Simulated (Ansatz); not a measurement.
# GeO+ (doublet): the correlation ladder, cc-pVDZ

One table from this session's results is given with a row withheld; the runs are named, their logs left out.

Program: Ansatz 0.2.0, Gaussian basis. Level of theory: cc-pVDZ, core rule «outside noble gas», up to 15 orbitals frozen. These are calculated values, not measurements.

To be run: UHF; CCSD(T) on ROHF; CCSD(T) on UHF; BCCD(T) on ROHF; CISD; CCSDT(Q) on ROHF; CCSDT(Q) on UHF; CASSCF and MRCISD+Q, 9 electrons in 8 orbitals; CASSCF and NEVPT2, 9 electrons in 8 orbitals.

14 further runs of the same task are left out: 5 that didn't finish, 9 set aside as unsound or not needed.

## What is computed

The geometry is a PBE0/def2-TZVP stationary point (not a proven minimum) of the parent state, kept for this charge and spin. No spin-orbit coupling is included. The filled d shell of Ge may be among the frozen orbitals whatever the setting's name suggests; the logs give the count.

2 atoms, charge 1, spin multiplicity 2.

Atoms are counted from 1 here; the program's logs count them from 0.

Bond lengths: Ge1–O2 1.623 Å.

Set-up of the first run:

in.yaml

```yaml
crystal:
  periodic: [false, false, false]
  atoms:
    - {symbol: Ge, position_ang: [0.000000, 0.000000, 0.000000]}
    - {symbol: O, position_ang: [0.000000, 0.000000, 1.622593]}
basis:
  gaussian: {orbitals: cc-pVDZ}
total_charge: 1
magnetization: {spin_polarized: true, initial_magnetization: 1}
hamiltonian: {xc: hf}
output: {orbitals: {seedname: orbitals}}
```

Launch:

```console
$ ansatz run in.yaml --threads 1 --pin off --events-out ev --progress --plain --max-ram 2176MiB
```

Among the steps run: UHF; CCSD(T) on ROHF; CCSD(T) on UHF; BCCD(T) on ROHF; CISD; CCSDT(Q) on ROHF; CCSDT(Q) on UHF; CASSCF and MRCISD+Q, 9 electrons in 8 orbitals; CASSCF and NEVPT2, 9 electrons in 8 orbitals.

One table of the session follows, with a row left open; its other results are not shown here.

| method | from RCCSDT(Q) (meV) |
| --- | --- |
| RMP2 | +1164.1 |
| UMP2 | +1095.5 |
| RCCSD | +375.6 |
| UCCSD | +364.5 |
| RCCSD(T) | +91.7 |
| UCCSD(T) | +89.5 |
| BCCD(T) | +84.2 |
| RCCSDT | +42.2 |
| UCCSDT | +37.1 |
| RCCSDT(Q) | 0 |
| UCCSDT(Q) | -16.6 |
| CASSCF valence | +3823.6 |
| NEVPT2 valence | +765.3 |
| MRCISD valence | +232.4 |
| MRCISD+Q valence | ? |

Estimate the missing values for MRCISD+Q valence.

**Answer.** from RCCSDT(Q) (meV): +73.2. In the column «from RCCSDT(Q) (meV)» it lies between RCCSDT (+42.2) and BCCD(T) (+84.2).

Not comparable, so not listed: CISD (they don't share determinant, frozen orbitals or solution with the rows shown, or repeat one).

To keep in mind: Left out of the table: ROHF, UHF (another determinant or state than the rows shown). Warnings: coupled cluster took another determinant than the lowest; large T1 diagnostic. Restricted and unrestricted rows rest on different reference determinants; where their highest levels disagree by more than a few hundredths of an eV, they describe different states and don't form one ladder.
